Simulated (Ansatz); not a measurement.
**BH7O2Si2: up Jacob's ladder to CCSD(T)**

How much do the methods differ for BH7O2Si2? The plan is to run it at one geometry with functionals of several rungs and with coupled cluster. The yardstick is the atomisation energy at the CCSD(T) limit.

The runs use Ansatz 0.2.0, Gaussian basis; functionals in def2-TZVPP, the program's frozen cores in correlated methods.

The runs, in order: PBE-D4, r2SCAN-D4, PBE0-D4, B3LYP-D4, ωB97X-V, ωB97M-V, B2PLYP; CCSD(T)/def2-TZVPP; MP2/def2-QZVPP; extrapolation to the limit.

### 1 The relaxed structure

All runs share one geometry, relaxed beforehand with PBE0-D4 in a triple-zeta def2 set.

SMILES `BO[SiH](O)[SiH3]`, 12 atoms, charge 0, spin multiplicity 1.

Atoms are counted from 1 here; the program's logs count them from 0.

Bond lengths: B1–O2 1.346 Å, B1–H6 1.198 Å, B1–H7 1.205 Å, O2–Si3 1.663 Å, Si3–O4 1.639 Å, Si3–Si5 2.343 Å, Si3–H8 1.487 Å, O4–H9 0.959 Å, Si5–H10 1.488 Å, Si5–H11 1.487 Å, Si5–H12 1.486 Å. Angles: O2–B1–H6 118.4°, O2–B1–H7 120.1°, H6–B1–H7 121.5°, B1–O2–Si3 131.8°, O2–Si3–O4 109.5°, O2–Si3–Si5 112.3°, O2–Si3–H8 104.4°, O4–Si3–Si5 106.5°, O4–Si3–H8 110.5°, Si5–Si3–H8 113.7°, Si3–O4–H9 118.4°, Si3–Si5–H10 108.5°, Si3–Si5–H11 110.1°, Si3–Si5–H12 111.2°, H10–Si5–H11 108.6°, H10–Si5–H12 109.1°, H11–Si5–H12 109.3°.

Geometry (Å):

```xyz
12
BH7O2Si2
B    -0.8171    1.9630   -0.4317
O    -1.3094    0.8376    0.1183
Si   -0.6345   -0.6609    0.3706
O    -0.4435   -0.9113    1.9793
Si    1.4951   -0.8482   -0.5893
H    -1.5152    2.9367   -0.4602
H     0.3000    1.9752   -0.8844
H    -1.6294   -1.6135   -0.1899
H    -1.2275   -1.0143    2.5217
H     1.9798   -2.2412   -0.3935
H     1.4242   -0.5726   -2.0492
H     2.4546    0.0943    0.0424
```

### 2 PBE-D4 (GGA)

File in.yaml:

```yaml
crystal:
  periodic: [false, false, false]
  atoms:
    - {symbol: B, position_ang: [-0.817147, 1.963001, -0.431690]}
    - {symbol: O, position_ang: [-1.309423, 0.837615, 0.118303]}
    - {symbol: Si, position_ang: [-0.634483, -0.660925, 0.370553]}
    - {symbol: O, position_ang: [-0.443473, -0.911296, 1.979348]}
    - {symbol: Si, position_ang: [1.495103, -0.848240, -0.589288]}
    - {symbol: H, position_ang: [-1.515231, 2.936728, -0.460185]}
    - {symbol: H, position_ang: [0.300021, 1.975172, -0.884433]}
    - {symbol: H, position_ang: [-1.629403, -1.613506, -0.189901]}
    - {symbol: H, position_ang: [-1.227451, -1.014267, 2.521734]}
    - {symbol: H, position_ang: [1.979802, -2.241215, -0.393529]}
    - {symbol: H, position_ang: [1.424176, -0.572583, -2.049241]}
    - {symbol: H, position_ang: [2.454609, 0.094314, 0.042429]}
basis:
  gaussian: {orbitals: def2-TZVPP}
hamiltonian: {xc: pbe, dispersion: d4}
output: {forces: true, orbitals: {seedname: orbitals}}
```

Run with:

```sh
> ansatz run in.yaml --threads 4 --pin off --events-out ev --progress --plain --max-ram 10444MiB
```

The runs that follow: r2SCAN-D4 (meta-GGA); PBE0-D4 (hybrid); B3LYP-D4 (hybrid); ωB97X-V (range-separated); ωB97M-V (range-separated); B2PLYP (double hybrid); CCSD(T) in def2-TZVPP; MP2 in def2-QZVPP.

Q: Predict the results of all the runs planned. Wanted: atomisation energy, CCSD(T)/CBS; farthest; mean size of error, hybrid; mean size of error, range-separated; gap, smallest and largest; T1 diagnostic; triples share of the correlation energy.

**Answer**, as computed:

| quantity | value |
| --- | --- |
| atomisation energy, CCSD(T)/CBS | 4265.0 kJ/mol |
| functionals within 21.3 kJ/mol (0.5 %) | PBE-D4, r2SCAN-D4, B3LYP-D4, ωB97X-V, ωB97M-V |
| farthest | PBE0-D4 (-58.4 kJ/mol) |
| mean size of error, hybrid | 35.0 kJ/mol |
| mean size of error, range-separated | 7.8 kJ/mol |
| gap, smallest and largest | 5.05 eV (PBE-D4), 11.85 eV (ωB97X-V) |
| T1 diagnostic | 0.0136 |
| triples share of the correlation energy | 3.4 % |

**Reading.** PBE-D4 misses by -6.5 kJ/mol. Double hybrids carry the basis error of their MP2 part in triple zeta, and no dispersion term here, so their miss is partly the set-up's. The reference freezes the cores and leaves out relativity and excitations past (T), so misses under about 21.3 kJ/mol can't be ranked. Hartree-Fock recovers 75 % of the binding; the rest is correlation. Orbital gaps span 5.1 to 11.8 eV; exact exchange widens them.
